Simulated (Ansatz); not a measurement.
**CClO (element-swapped structure): how the settings move a single-point run**

Question: which choices in the input matter for CClO (element-swapped structure)?

Method: reference: DFT PBE, plane waves, PAW, scalar-relativistic, no spin polarisation, in Ansatz 0.2.0.

## (1) The starting structure

The structure is orthorhombic, space group Pmmn (No. 59). The conventional cell has a = 3.432 Å, b = 3.442 Å, c = 7.293 Å, α = 90.00°, β = 90.00°, γ = 90.00°. C (site symmetry mm2) is surrounded by 4 O at 1.72 to 1.96 Å. Around O (site symmetry mm2) lie 4 C at 1.72 to 1.96 Å. Cl (site symmetry mm2) has 2 C at 2.40 Å and 1 O at 2.63 Å as nearest neighbours.

As a file:

```
C O Cl
1.0
     3.44200    0.00000    0.00000
     0.00000    3.43250    0.00000
     0.00000    0.00000    7.29286
C O Cl
2 2 2
Direct
  0.00000 0.50000 0.07000
  0.50000 0.00000 0.93000
  0.00000 0.00000 0.94000
  0.50000 0.50000 0.06000
  0.00000 0.00000 0.30000
  0.50000 0.50000 0.70000
```

## (2) The reference run

input.yaml reads:

```yaml
crystal:
  lattice:
    - [3.442004, 0.0, 0.0]
    - [0.0, 3.432496, 0.0]
    - [0.0, 0.0, 7.292865]
  atoms:
    - { symbol: C, position: [0.0, 0.5, 0.07] }
    - { symbol: C, position: [0.5, 0.0, 0.93] }
    - { symbol: O, position: [0.0, 0.0, 0.94] }
    - { symbol: O, position: [0.5, 0.5, 0.06] }
    - { symbol: Cl, position: [0.0, 0.0, 0.3] }
    - { symbol: Cl, position: [0.5, 0.5, 0.7] }
  symmetry: { tolerance: 0.0003 }
kpoints:
  mp_grid: { grid: [5, 5, 3], shift: [0, 0, 0] }
magnetization:
  spin_polarized: false
scf:
  occupations: { method: fermi_dirac }
hamiltonian:
  pseudopotentials: { kind: paw }
  xc: pbe
basis:
  ecutwfc: 420
output:
  forces: true
  stress: true
  eigenvalues: true
```

Run with:

```
$ ansatz run input.yaml --threads 1 --pin off --max-ram 2560MiB --backend cpu --events-out ev --progress --plain --runs-dir out
```

## (3) Changing settings: mp_grid.grid [8, 8, 4], scf.algorithm direct_min

input.yaml, as its differences from that of step 2:

```diff
@@ -14,3 +14,3 @@
 kpoints:
-  mp_grid: { grid: [5, 5, 3], shift: [0, 0, 0] }
+  mp_grid: { grid: [8, 8, 4], shift: [0, 0, 0] }
 magnetization:
@@ -19,2 +19,3 @@
   occupations: { method: fermi_dirac }
+  algorithm: direct_min
 hamiltonian:
```

## (4) Changing settings: n_extra_bands 16

input.yaml, as its differences from that of step 2:

```diff
@@ -19,2 +19,3 @@
   occupations: { method: fermi_dirac }
+  n_extra_bands: 16
 hamiltonian:
```

## (5) Changing settings: mixing.algorithm msr1, mixing.beta 0.3, mixing.ndim 16

input.yaml, as its differences from that of step 2:

```diff
@@ -19,2 +19,3 @@
   occupations: { method: fermi_dirac }
+  mixing: { algorithm: msr1, beta: 0.3, ndim: 16 }
 hamiltonian:
```

## (6) Changing settings: occupations.method tetrahedron_uncorrected

input.yaml, as its differences from that of step 2:

```diff
@@ -18,3 +18,3 @@
 scf:
-  occupations: { method: fermi_dirac }
+  occupations: { method: tetrahedron_uncorrected }
 hamiltonian:
@@ -28 +28,5 @@
   eigenvalues: true
+  write_density: true
+  write_potential: true
+  elf: true
+  volumetric_format: npy
```

Q: Predict the outcome of this session. Wanted: for each run, ending; energy change; pressure; gap; force.

**Answer**, as computed:

```
                                                      run     ending         energy change  pressure (GPa)  gap (eV)  force (eV/Å)  cycles   time
                                                reference  converged                     0            -6.4      0.00          2.16       7  2.1 s
      1: mp_grid.grid [8, 8, 4], scf.algorithm direct_min  converged         -7.6 meV/atom            -6.7      0.00          1.93       7   31 s
                                      2: n_extra_bands 16  converged          0.0 meV/atom            -6.4      0.00          2.16       7  2.6 s
3: mixing.algorithm msr1, mixing.beta 0.3, mixing.ndim 16  converged          0.0 meV/atom            -6.4      0.00          2.16       7  2.1 s
            4: occupations.method tetrahedron_uncorrected  converged  +17.6 meV/atom (σ→0)            -6.2      0.00          2.11       9  2.6 s
```

Times don't compare one to one where runs were asked for different outputs or read a saved state (see the inputs); cycles may leave out searches for a lower state.

Residual by cycle in the longest SCF loop of each run; runs are numbered as in the table. The quantity is the density residual dr2, in eV.

```
cycle  reference    run 1    run 2    run 3    run 4
    1      0.015   0.0247    0.015    0.015   0.0137
    2    0.00716   0.0106  0.00668  0.00572  0.00411
    3     3.4e-4  0.00412   3.2e-4   8.3e-4  0.00235
    4     7.2e-5   1.7e-4   7.0e-5   2.5e-5   1.8e-4
    5     4.9e-6   3.7e-6   5.2e-6   1.7e-6   1.5e-4
    6     1.8e-7   3.7e-8   1.7e-7   1.0e-7   2.2e-5
    7     5.8e-9  5.9e-10   4.0e-9   7.0e-9   2.2e-6
    8          -        -        -        -   2.9e-7
    9          -        -        -        -   5.2e-8
```

The pressure spans -6.7 to -6.2 GPa over the reference and the converged variants.

Caveats on the reference run: its mesh is coarse for a cell with so small a gap or none; the cell is far from equilibrium (-6 GPa, forces up to 2.2 eV/Å), so its values aren't those of the relaxed material; the structure is made up and not relaxed.
